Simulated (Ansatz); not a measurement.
Working through a single point from an input typed as a dict of KHfSnSbO₆, space group F-43m

Computed with the Ansatz DFT code, driven from Python.

The cells in order, each with its output:

In [1]:
```python
import warnings

import ansatz
import numpy as np

warnings.simplefilter("ignore", ansatz.DeckWarning)

settings = {
    "crystal": {
        "lattice": [
            [0.0, 4.077063, 4.077063],
            [4.077063, 0.0, 4.077063],
            [4.077063, 4.077063, 0.0],
        ],
        "atoms": [
            {"symbol": "K", "position": [0.75, 0.75, 0.75]},
            {"symbol": "Hf", "position": [0.0, 0.0, 0.0]},
            {"symbol": "Sn", "position": [0.25, 0.25, 0.25]},
            {"symbol": "Sb", "position": [0.5, 0.5, 0.5]},
            {"symbol": "O", "position": [0.745443, 0.254557, 0.254557]},
            {"symbol": "O", "position": [0.254557, 0.745443, 0.745443]},
            {"symbol": "O", "position": [0.745443, 0.745443, 0.254557]},
            {"symbol": "O", "position": [0.254557, 0.254557, 0.745443]},
            {"symbol": "O", "position": [0.254557, 0.745443, 0.254557]},
            {"symbol": "O", "position": [0.745443, 0.254557, 0.745443]},
        ],
    },
    "kpoints": {"mp_grid": {"kspacing": 0.4}},
    "hamiltonian": {"xc": "pbe"},
    "scf": {"occupations": {"method": "fixed"}},
    "basis": {"ecutwfc": "31 Ry"},
    "output": {"forces": True, "stress": True, "eigenvalues": True},
}
```

In [2]:
```python
out = ansatz.Session.from_dict(settings).plan().execute()
report = out.report
```

In [3]:
```python
report["free_energy_ev"]
```
Out [3]:
```text
-33177.40515252658
```

In [4]:
```python
print(f"free energy      {report['free_energy_ev']:.5f} eV")
print(f"per atom         {report['free_energy_ev'] / len(out.lattice.sites):.5f} eV")
print(f"SCF iterations   {report['n_iterations']}  (converged: {report['converged']})")

# pressure is a third of the trace
sigma = report["stress_gpa"]
voigt = [sigma[0][0], sigma[1][1], sigma[2][2], sigma[1][2], sigma[0][2], sigma[0][1]]
print("stress xx yy zz yz xz xy (GPa, compression positive):", " ".join(f"{s:.3f}" for s in voigt))
print("P =", round(10 * float(np.mean(voigt[:3])), 2), "kbar")

fermi = report["fermi_energy_ev"]
print("levels less the Fermi level (eV) at the first k-points (first spin channel where there are two)")
for k, levels in list(zip(report["kpoints_frac"], report["eigenvalues_ev"]))[:6]:
    print("k = ({:.3f}, {:.3f}, {:.3f})".format(*k))
    print("   ", " ".join(f"{e - fermi:.3f}" for e in levels))
```
```text
free energy      -33177.40515 eV
per atom         -3317.74052 eV
SCF iterations   7  (converged: True)
stress xx yy zz yz xz xy (GPa, compression positive): 0.826 0.826 0.826 0.000 0.000 0.000
P = 8.26 kbar
levels less the Fermi level (eV) at the first k-points (first spin channel where there are two)
k = (0.000, 0.000, 0.000)
    -60.416 -29.244 -29.244 -29.244 -28.564 -28.564 -28.376 -28.376 -28.376 -27.255 -20.470 -20.470 -20.470 -20.460 -20.460 -18.264 -16.476 -16.476 -16.476 -16.113 -16.113 -10.912 -10.912 -10.912 -10.258 -10.258 -10.258 -10.258 -10.254 -10.254 -10.254 -8.590 -4.568 -4.568 -4.568 -4.442 -3.565 -3.565 -3.565 -3.062 -3.062 -1.082 -1.082 -1.082 -1.014 -1.014 -1.014 -0.047 -0.047 -0.047 3.494 5.316 5.316 5.316 5.952 5.952 5.952 7.876
k = (0.000, 0.000, 0.250)
    -60.416 -29.247 -29.247 -29.246 -28.561 -28.561 -28.376 -28.376 -28.376 -27.253 -20.470 -20.469 -20.469 -20.459 -20.459 -18.096 -16.760 -16.683 -16.683 -15.896 -15.896 -10.884 -10.884 -10.822 -10.290 -10.257 -10.254 -10.254 -10.254 -10.249 -10.249 -8.079 -5.578 -4.862 -4.862 -4.488 -3.582 -3.582 -2.785 -2.387 -2.387 -1.489 -1.489 -1.224 -0.958 -0.918 -0.918 -0.340 -0.340 -0.198 3.997 4.582 5.350 5.350 5.655 5.692 5.692 8.092
k = (0.000, 0.000, -0.500)
    -60.416 -29.249 -29.249 -29.248 -28.558 -28.558 -28.376 -28.376 -28.376 -27.250 -20.470 -20.467 -20.467 -20.457 -20.457 -17.817 -17.150 -16.811 -16.811 -15.757 -15.757 -10.856 -10.856 -10.729 -10.316 -10.255 -10.254 -10.254 -10.254 -10.239 -10.239 -7.409 -5.974 -5.166 -5.134 -5.134 -3.247 -3.247 -2.605 -2.226 -2.226 -1.593 -1.593 -0.977 -0.977 -0.742 -0.628 -0.615 -0.615 -0.441 2.963 5.071 5.255 5.255 5.635 5.635 5.637 8.184
k = (0.000, 0.250, 0.250)
    -60.416 -29.249 -29.245 -29.245 -28.564 -28.560 -28.376 -28.376 -28.376 -27.252 -20.473 -20.466 -20.466 -20.459 -20.458 -18.096 -16.896 -16.512 -16.512 -16.108 -15.930 -10.860 -10.860 -10.821 -10.273 -10.256 -10.256 -10.256 -10.254 -10.254 -10.254 -8.150 -5.776 -5.012 -4.334 -4.334 -3.220 -3.220 -3.070 -2.835 -2.173 -1.479 -1.479 -1.268 -1.052 -1.041 -1.041 -0.576 -0.576 -0.061 3.895 4.692 5.011 5.011 5.420 5.931 5.931 7.598
k = (0.000, 0.250, -0.500)
    -60.416 -29.248 -29.247 -29.246 -28.561 -28.561 -28.376 -28.376 -28.376 -27.250 -20.472 -20.465 -20.465 -20.458 -20.457 -17.946 -16.950 -16.708 -16.672 -15.975 -15.901 -10.832 -10.812 -10.748 -10.292 -10.256 -10.255 -10.254 -10.254 -10.252 -10.247 -7.900 -6.056 -4.827 -4.739 -4.475 -3.027 -2.995 -2.573 -2.264 -2.215 -2.046 -1.662 -1.379 -1.176 -1.156 -0.923 -0.896 -0.328 -0.273 3.453 4.146 4.569 4.924 5.607 5.981 6.037 8.711
k = (0.000, 0.250, -0.250)
    -60.416 -29.249 -29.248 -29.245 -28.562 -28.558 -28.376 -28.376 -28.376 -27.250 -20.470 -20.467 -20.466 -20.458 -20.458 -17.933 -17.043 -16.811 -16.530 -16.040 -15.756 -10.856 -10.814 -10.772 -10.296 -10.260 -10.256 -10.255 -10.254 -10.253 -10.239 -7.752 -5.972 -5.185 -5.124 -4.117 -3.379 -2.915 -2.722 -2.479 -1.936 -1.864 -1.540 -1.394 -1.260 -0.836 -0.822 -0.599 -0.542 -0.405 3.862 4.306 4.626 5.224 5.711 5.789 5.856 7.846
```

In [5]:
```python
# forces in eV per angstrom
forces = np.array(report["forces_ev_ang"])
norms = np.linalg.norm(forces, axis=1)
print("largest force {:.4f} eV/A on atom {}".format(norms.max(), norms.argmax()))
print(np.array2string(forces, precision=4, suppress_small=True))
```
```text
largest force 0.1078 eV/A on atom 4
[[ 0.      0.      0.    ]
 [-0.      0.      0.    ]
 [-0.      0.     -0.    ]
 [-0.      0.      0.    ]
 [ 0.1078 -0.     -0.    ]
 [-0.1078 -0.      0.    ]
 [ 0.      0.     -0.1078]
 [ 0.     -0.      0.1078]
 [ 0.      0.1078  0.    ]
 [ 0.     -0.1078  0.    ]]
```

Caveats:
- Absolute energies stand on the zero of these potentials, so only differences at equal settings mean something.
- Spin is left out of this run.
- With fixed filling the reported Fermi level is the top filled level among the k-points of the SCF.
- This cell is a computed structure, which may not be the phase found in nature.
- Levels are Kohn-Sham eigenvalues on this mesh, without spin-orbit coupling.
- Hardware and time: 9.3 s on 1 thread of Intel(R) Xeon(R) Platinum 8259CL CPU @ 2.50GHz (Skylake/Cascade Lake), with other jobs on the host, peak memory 0.51 GiB.
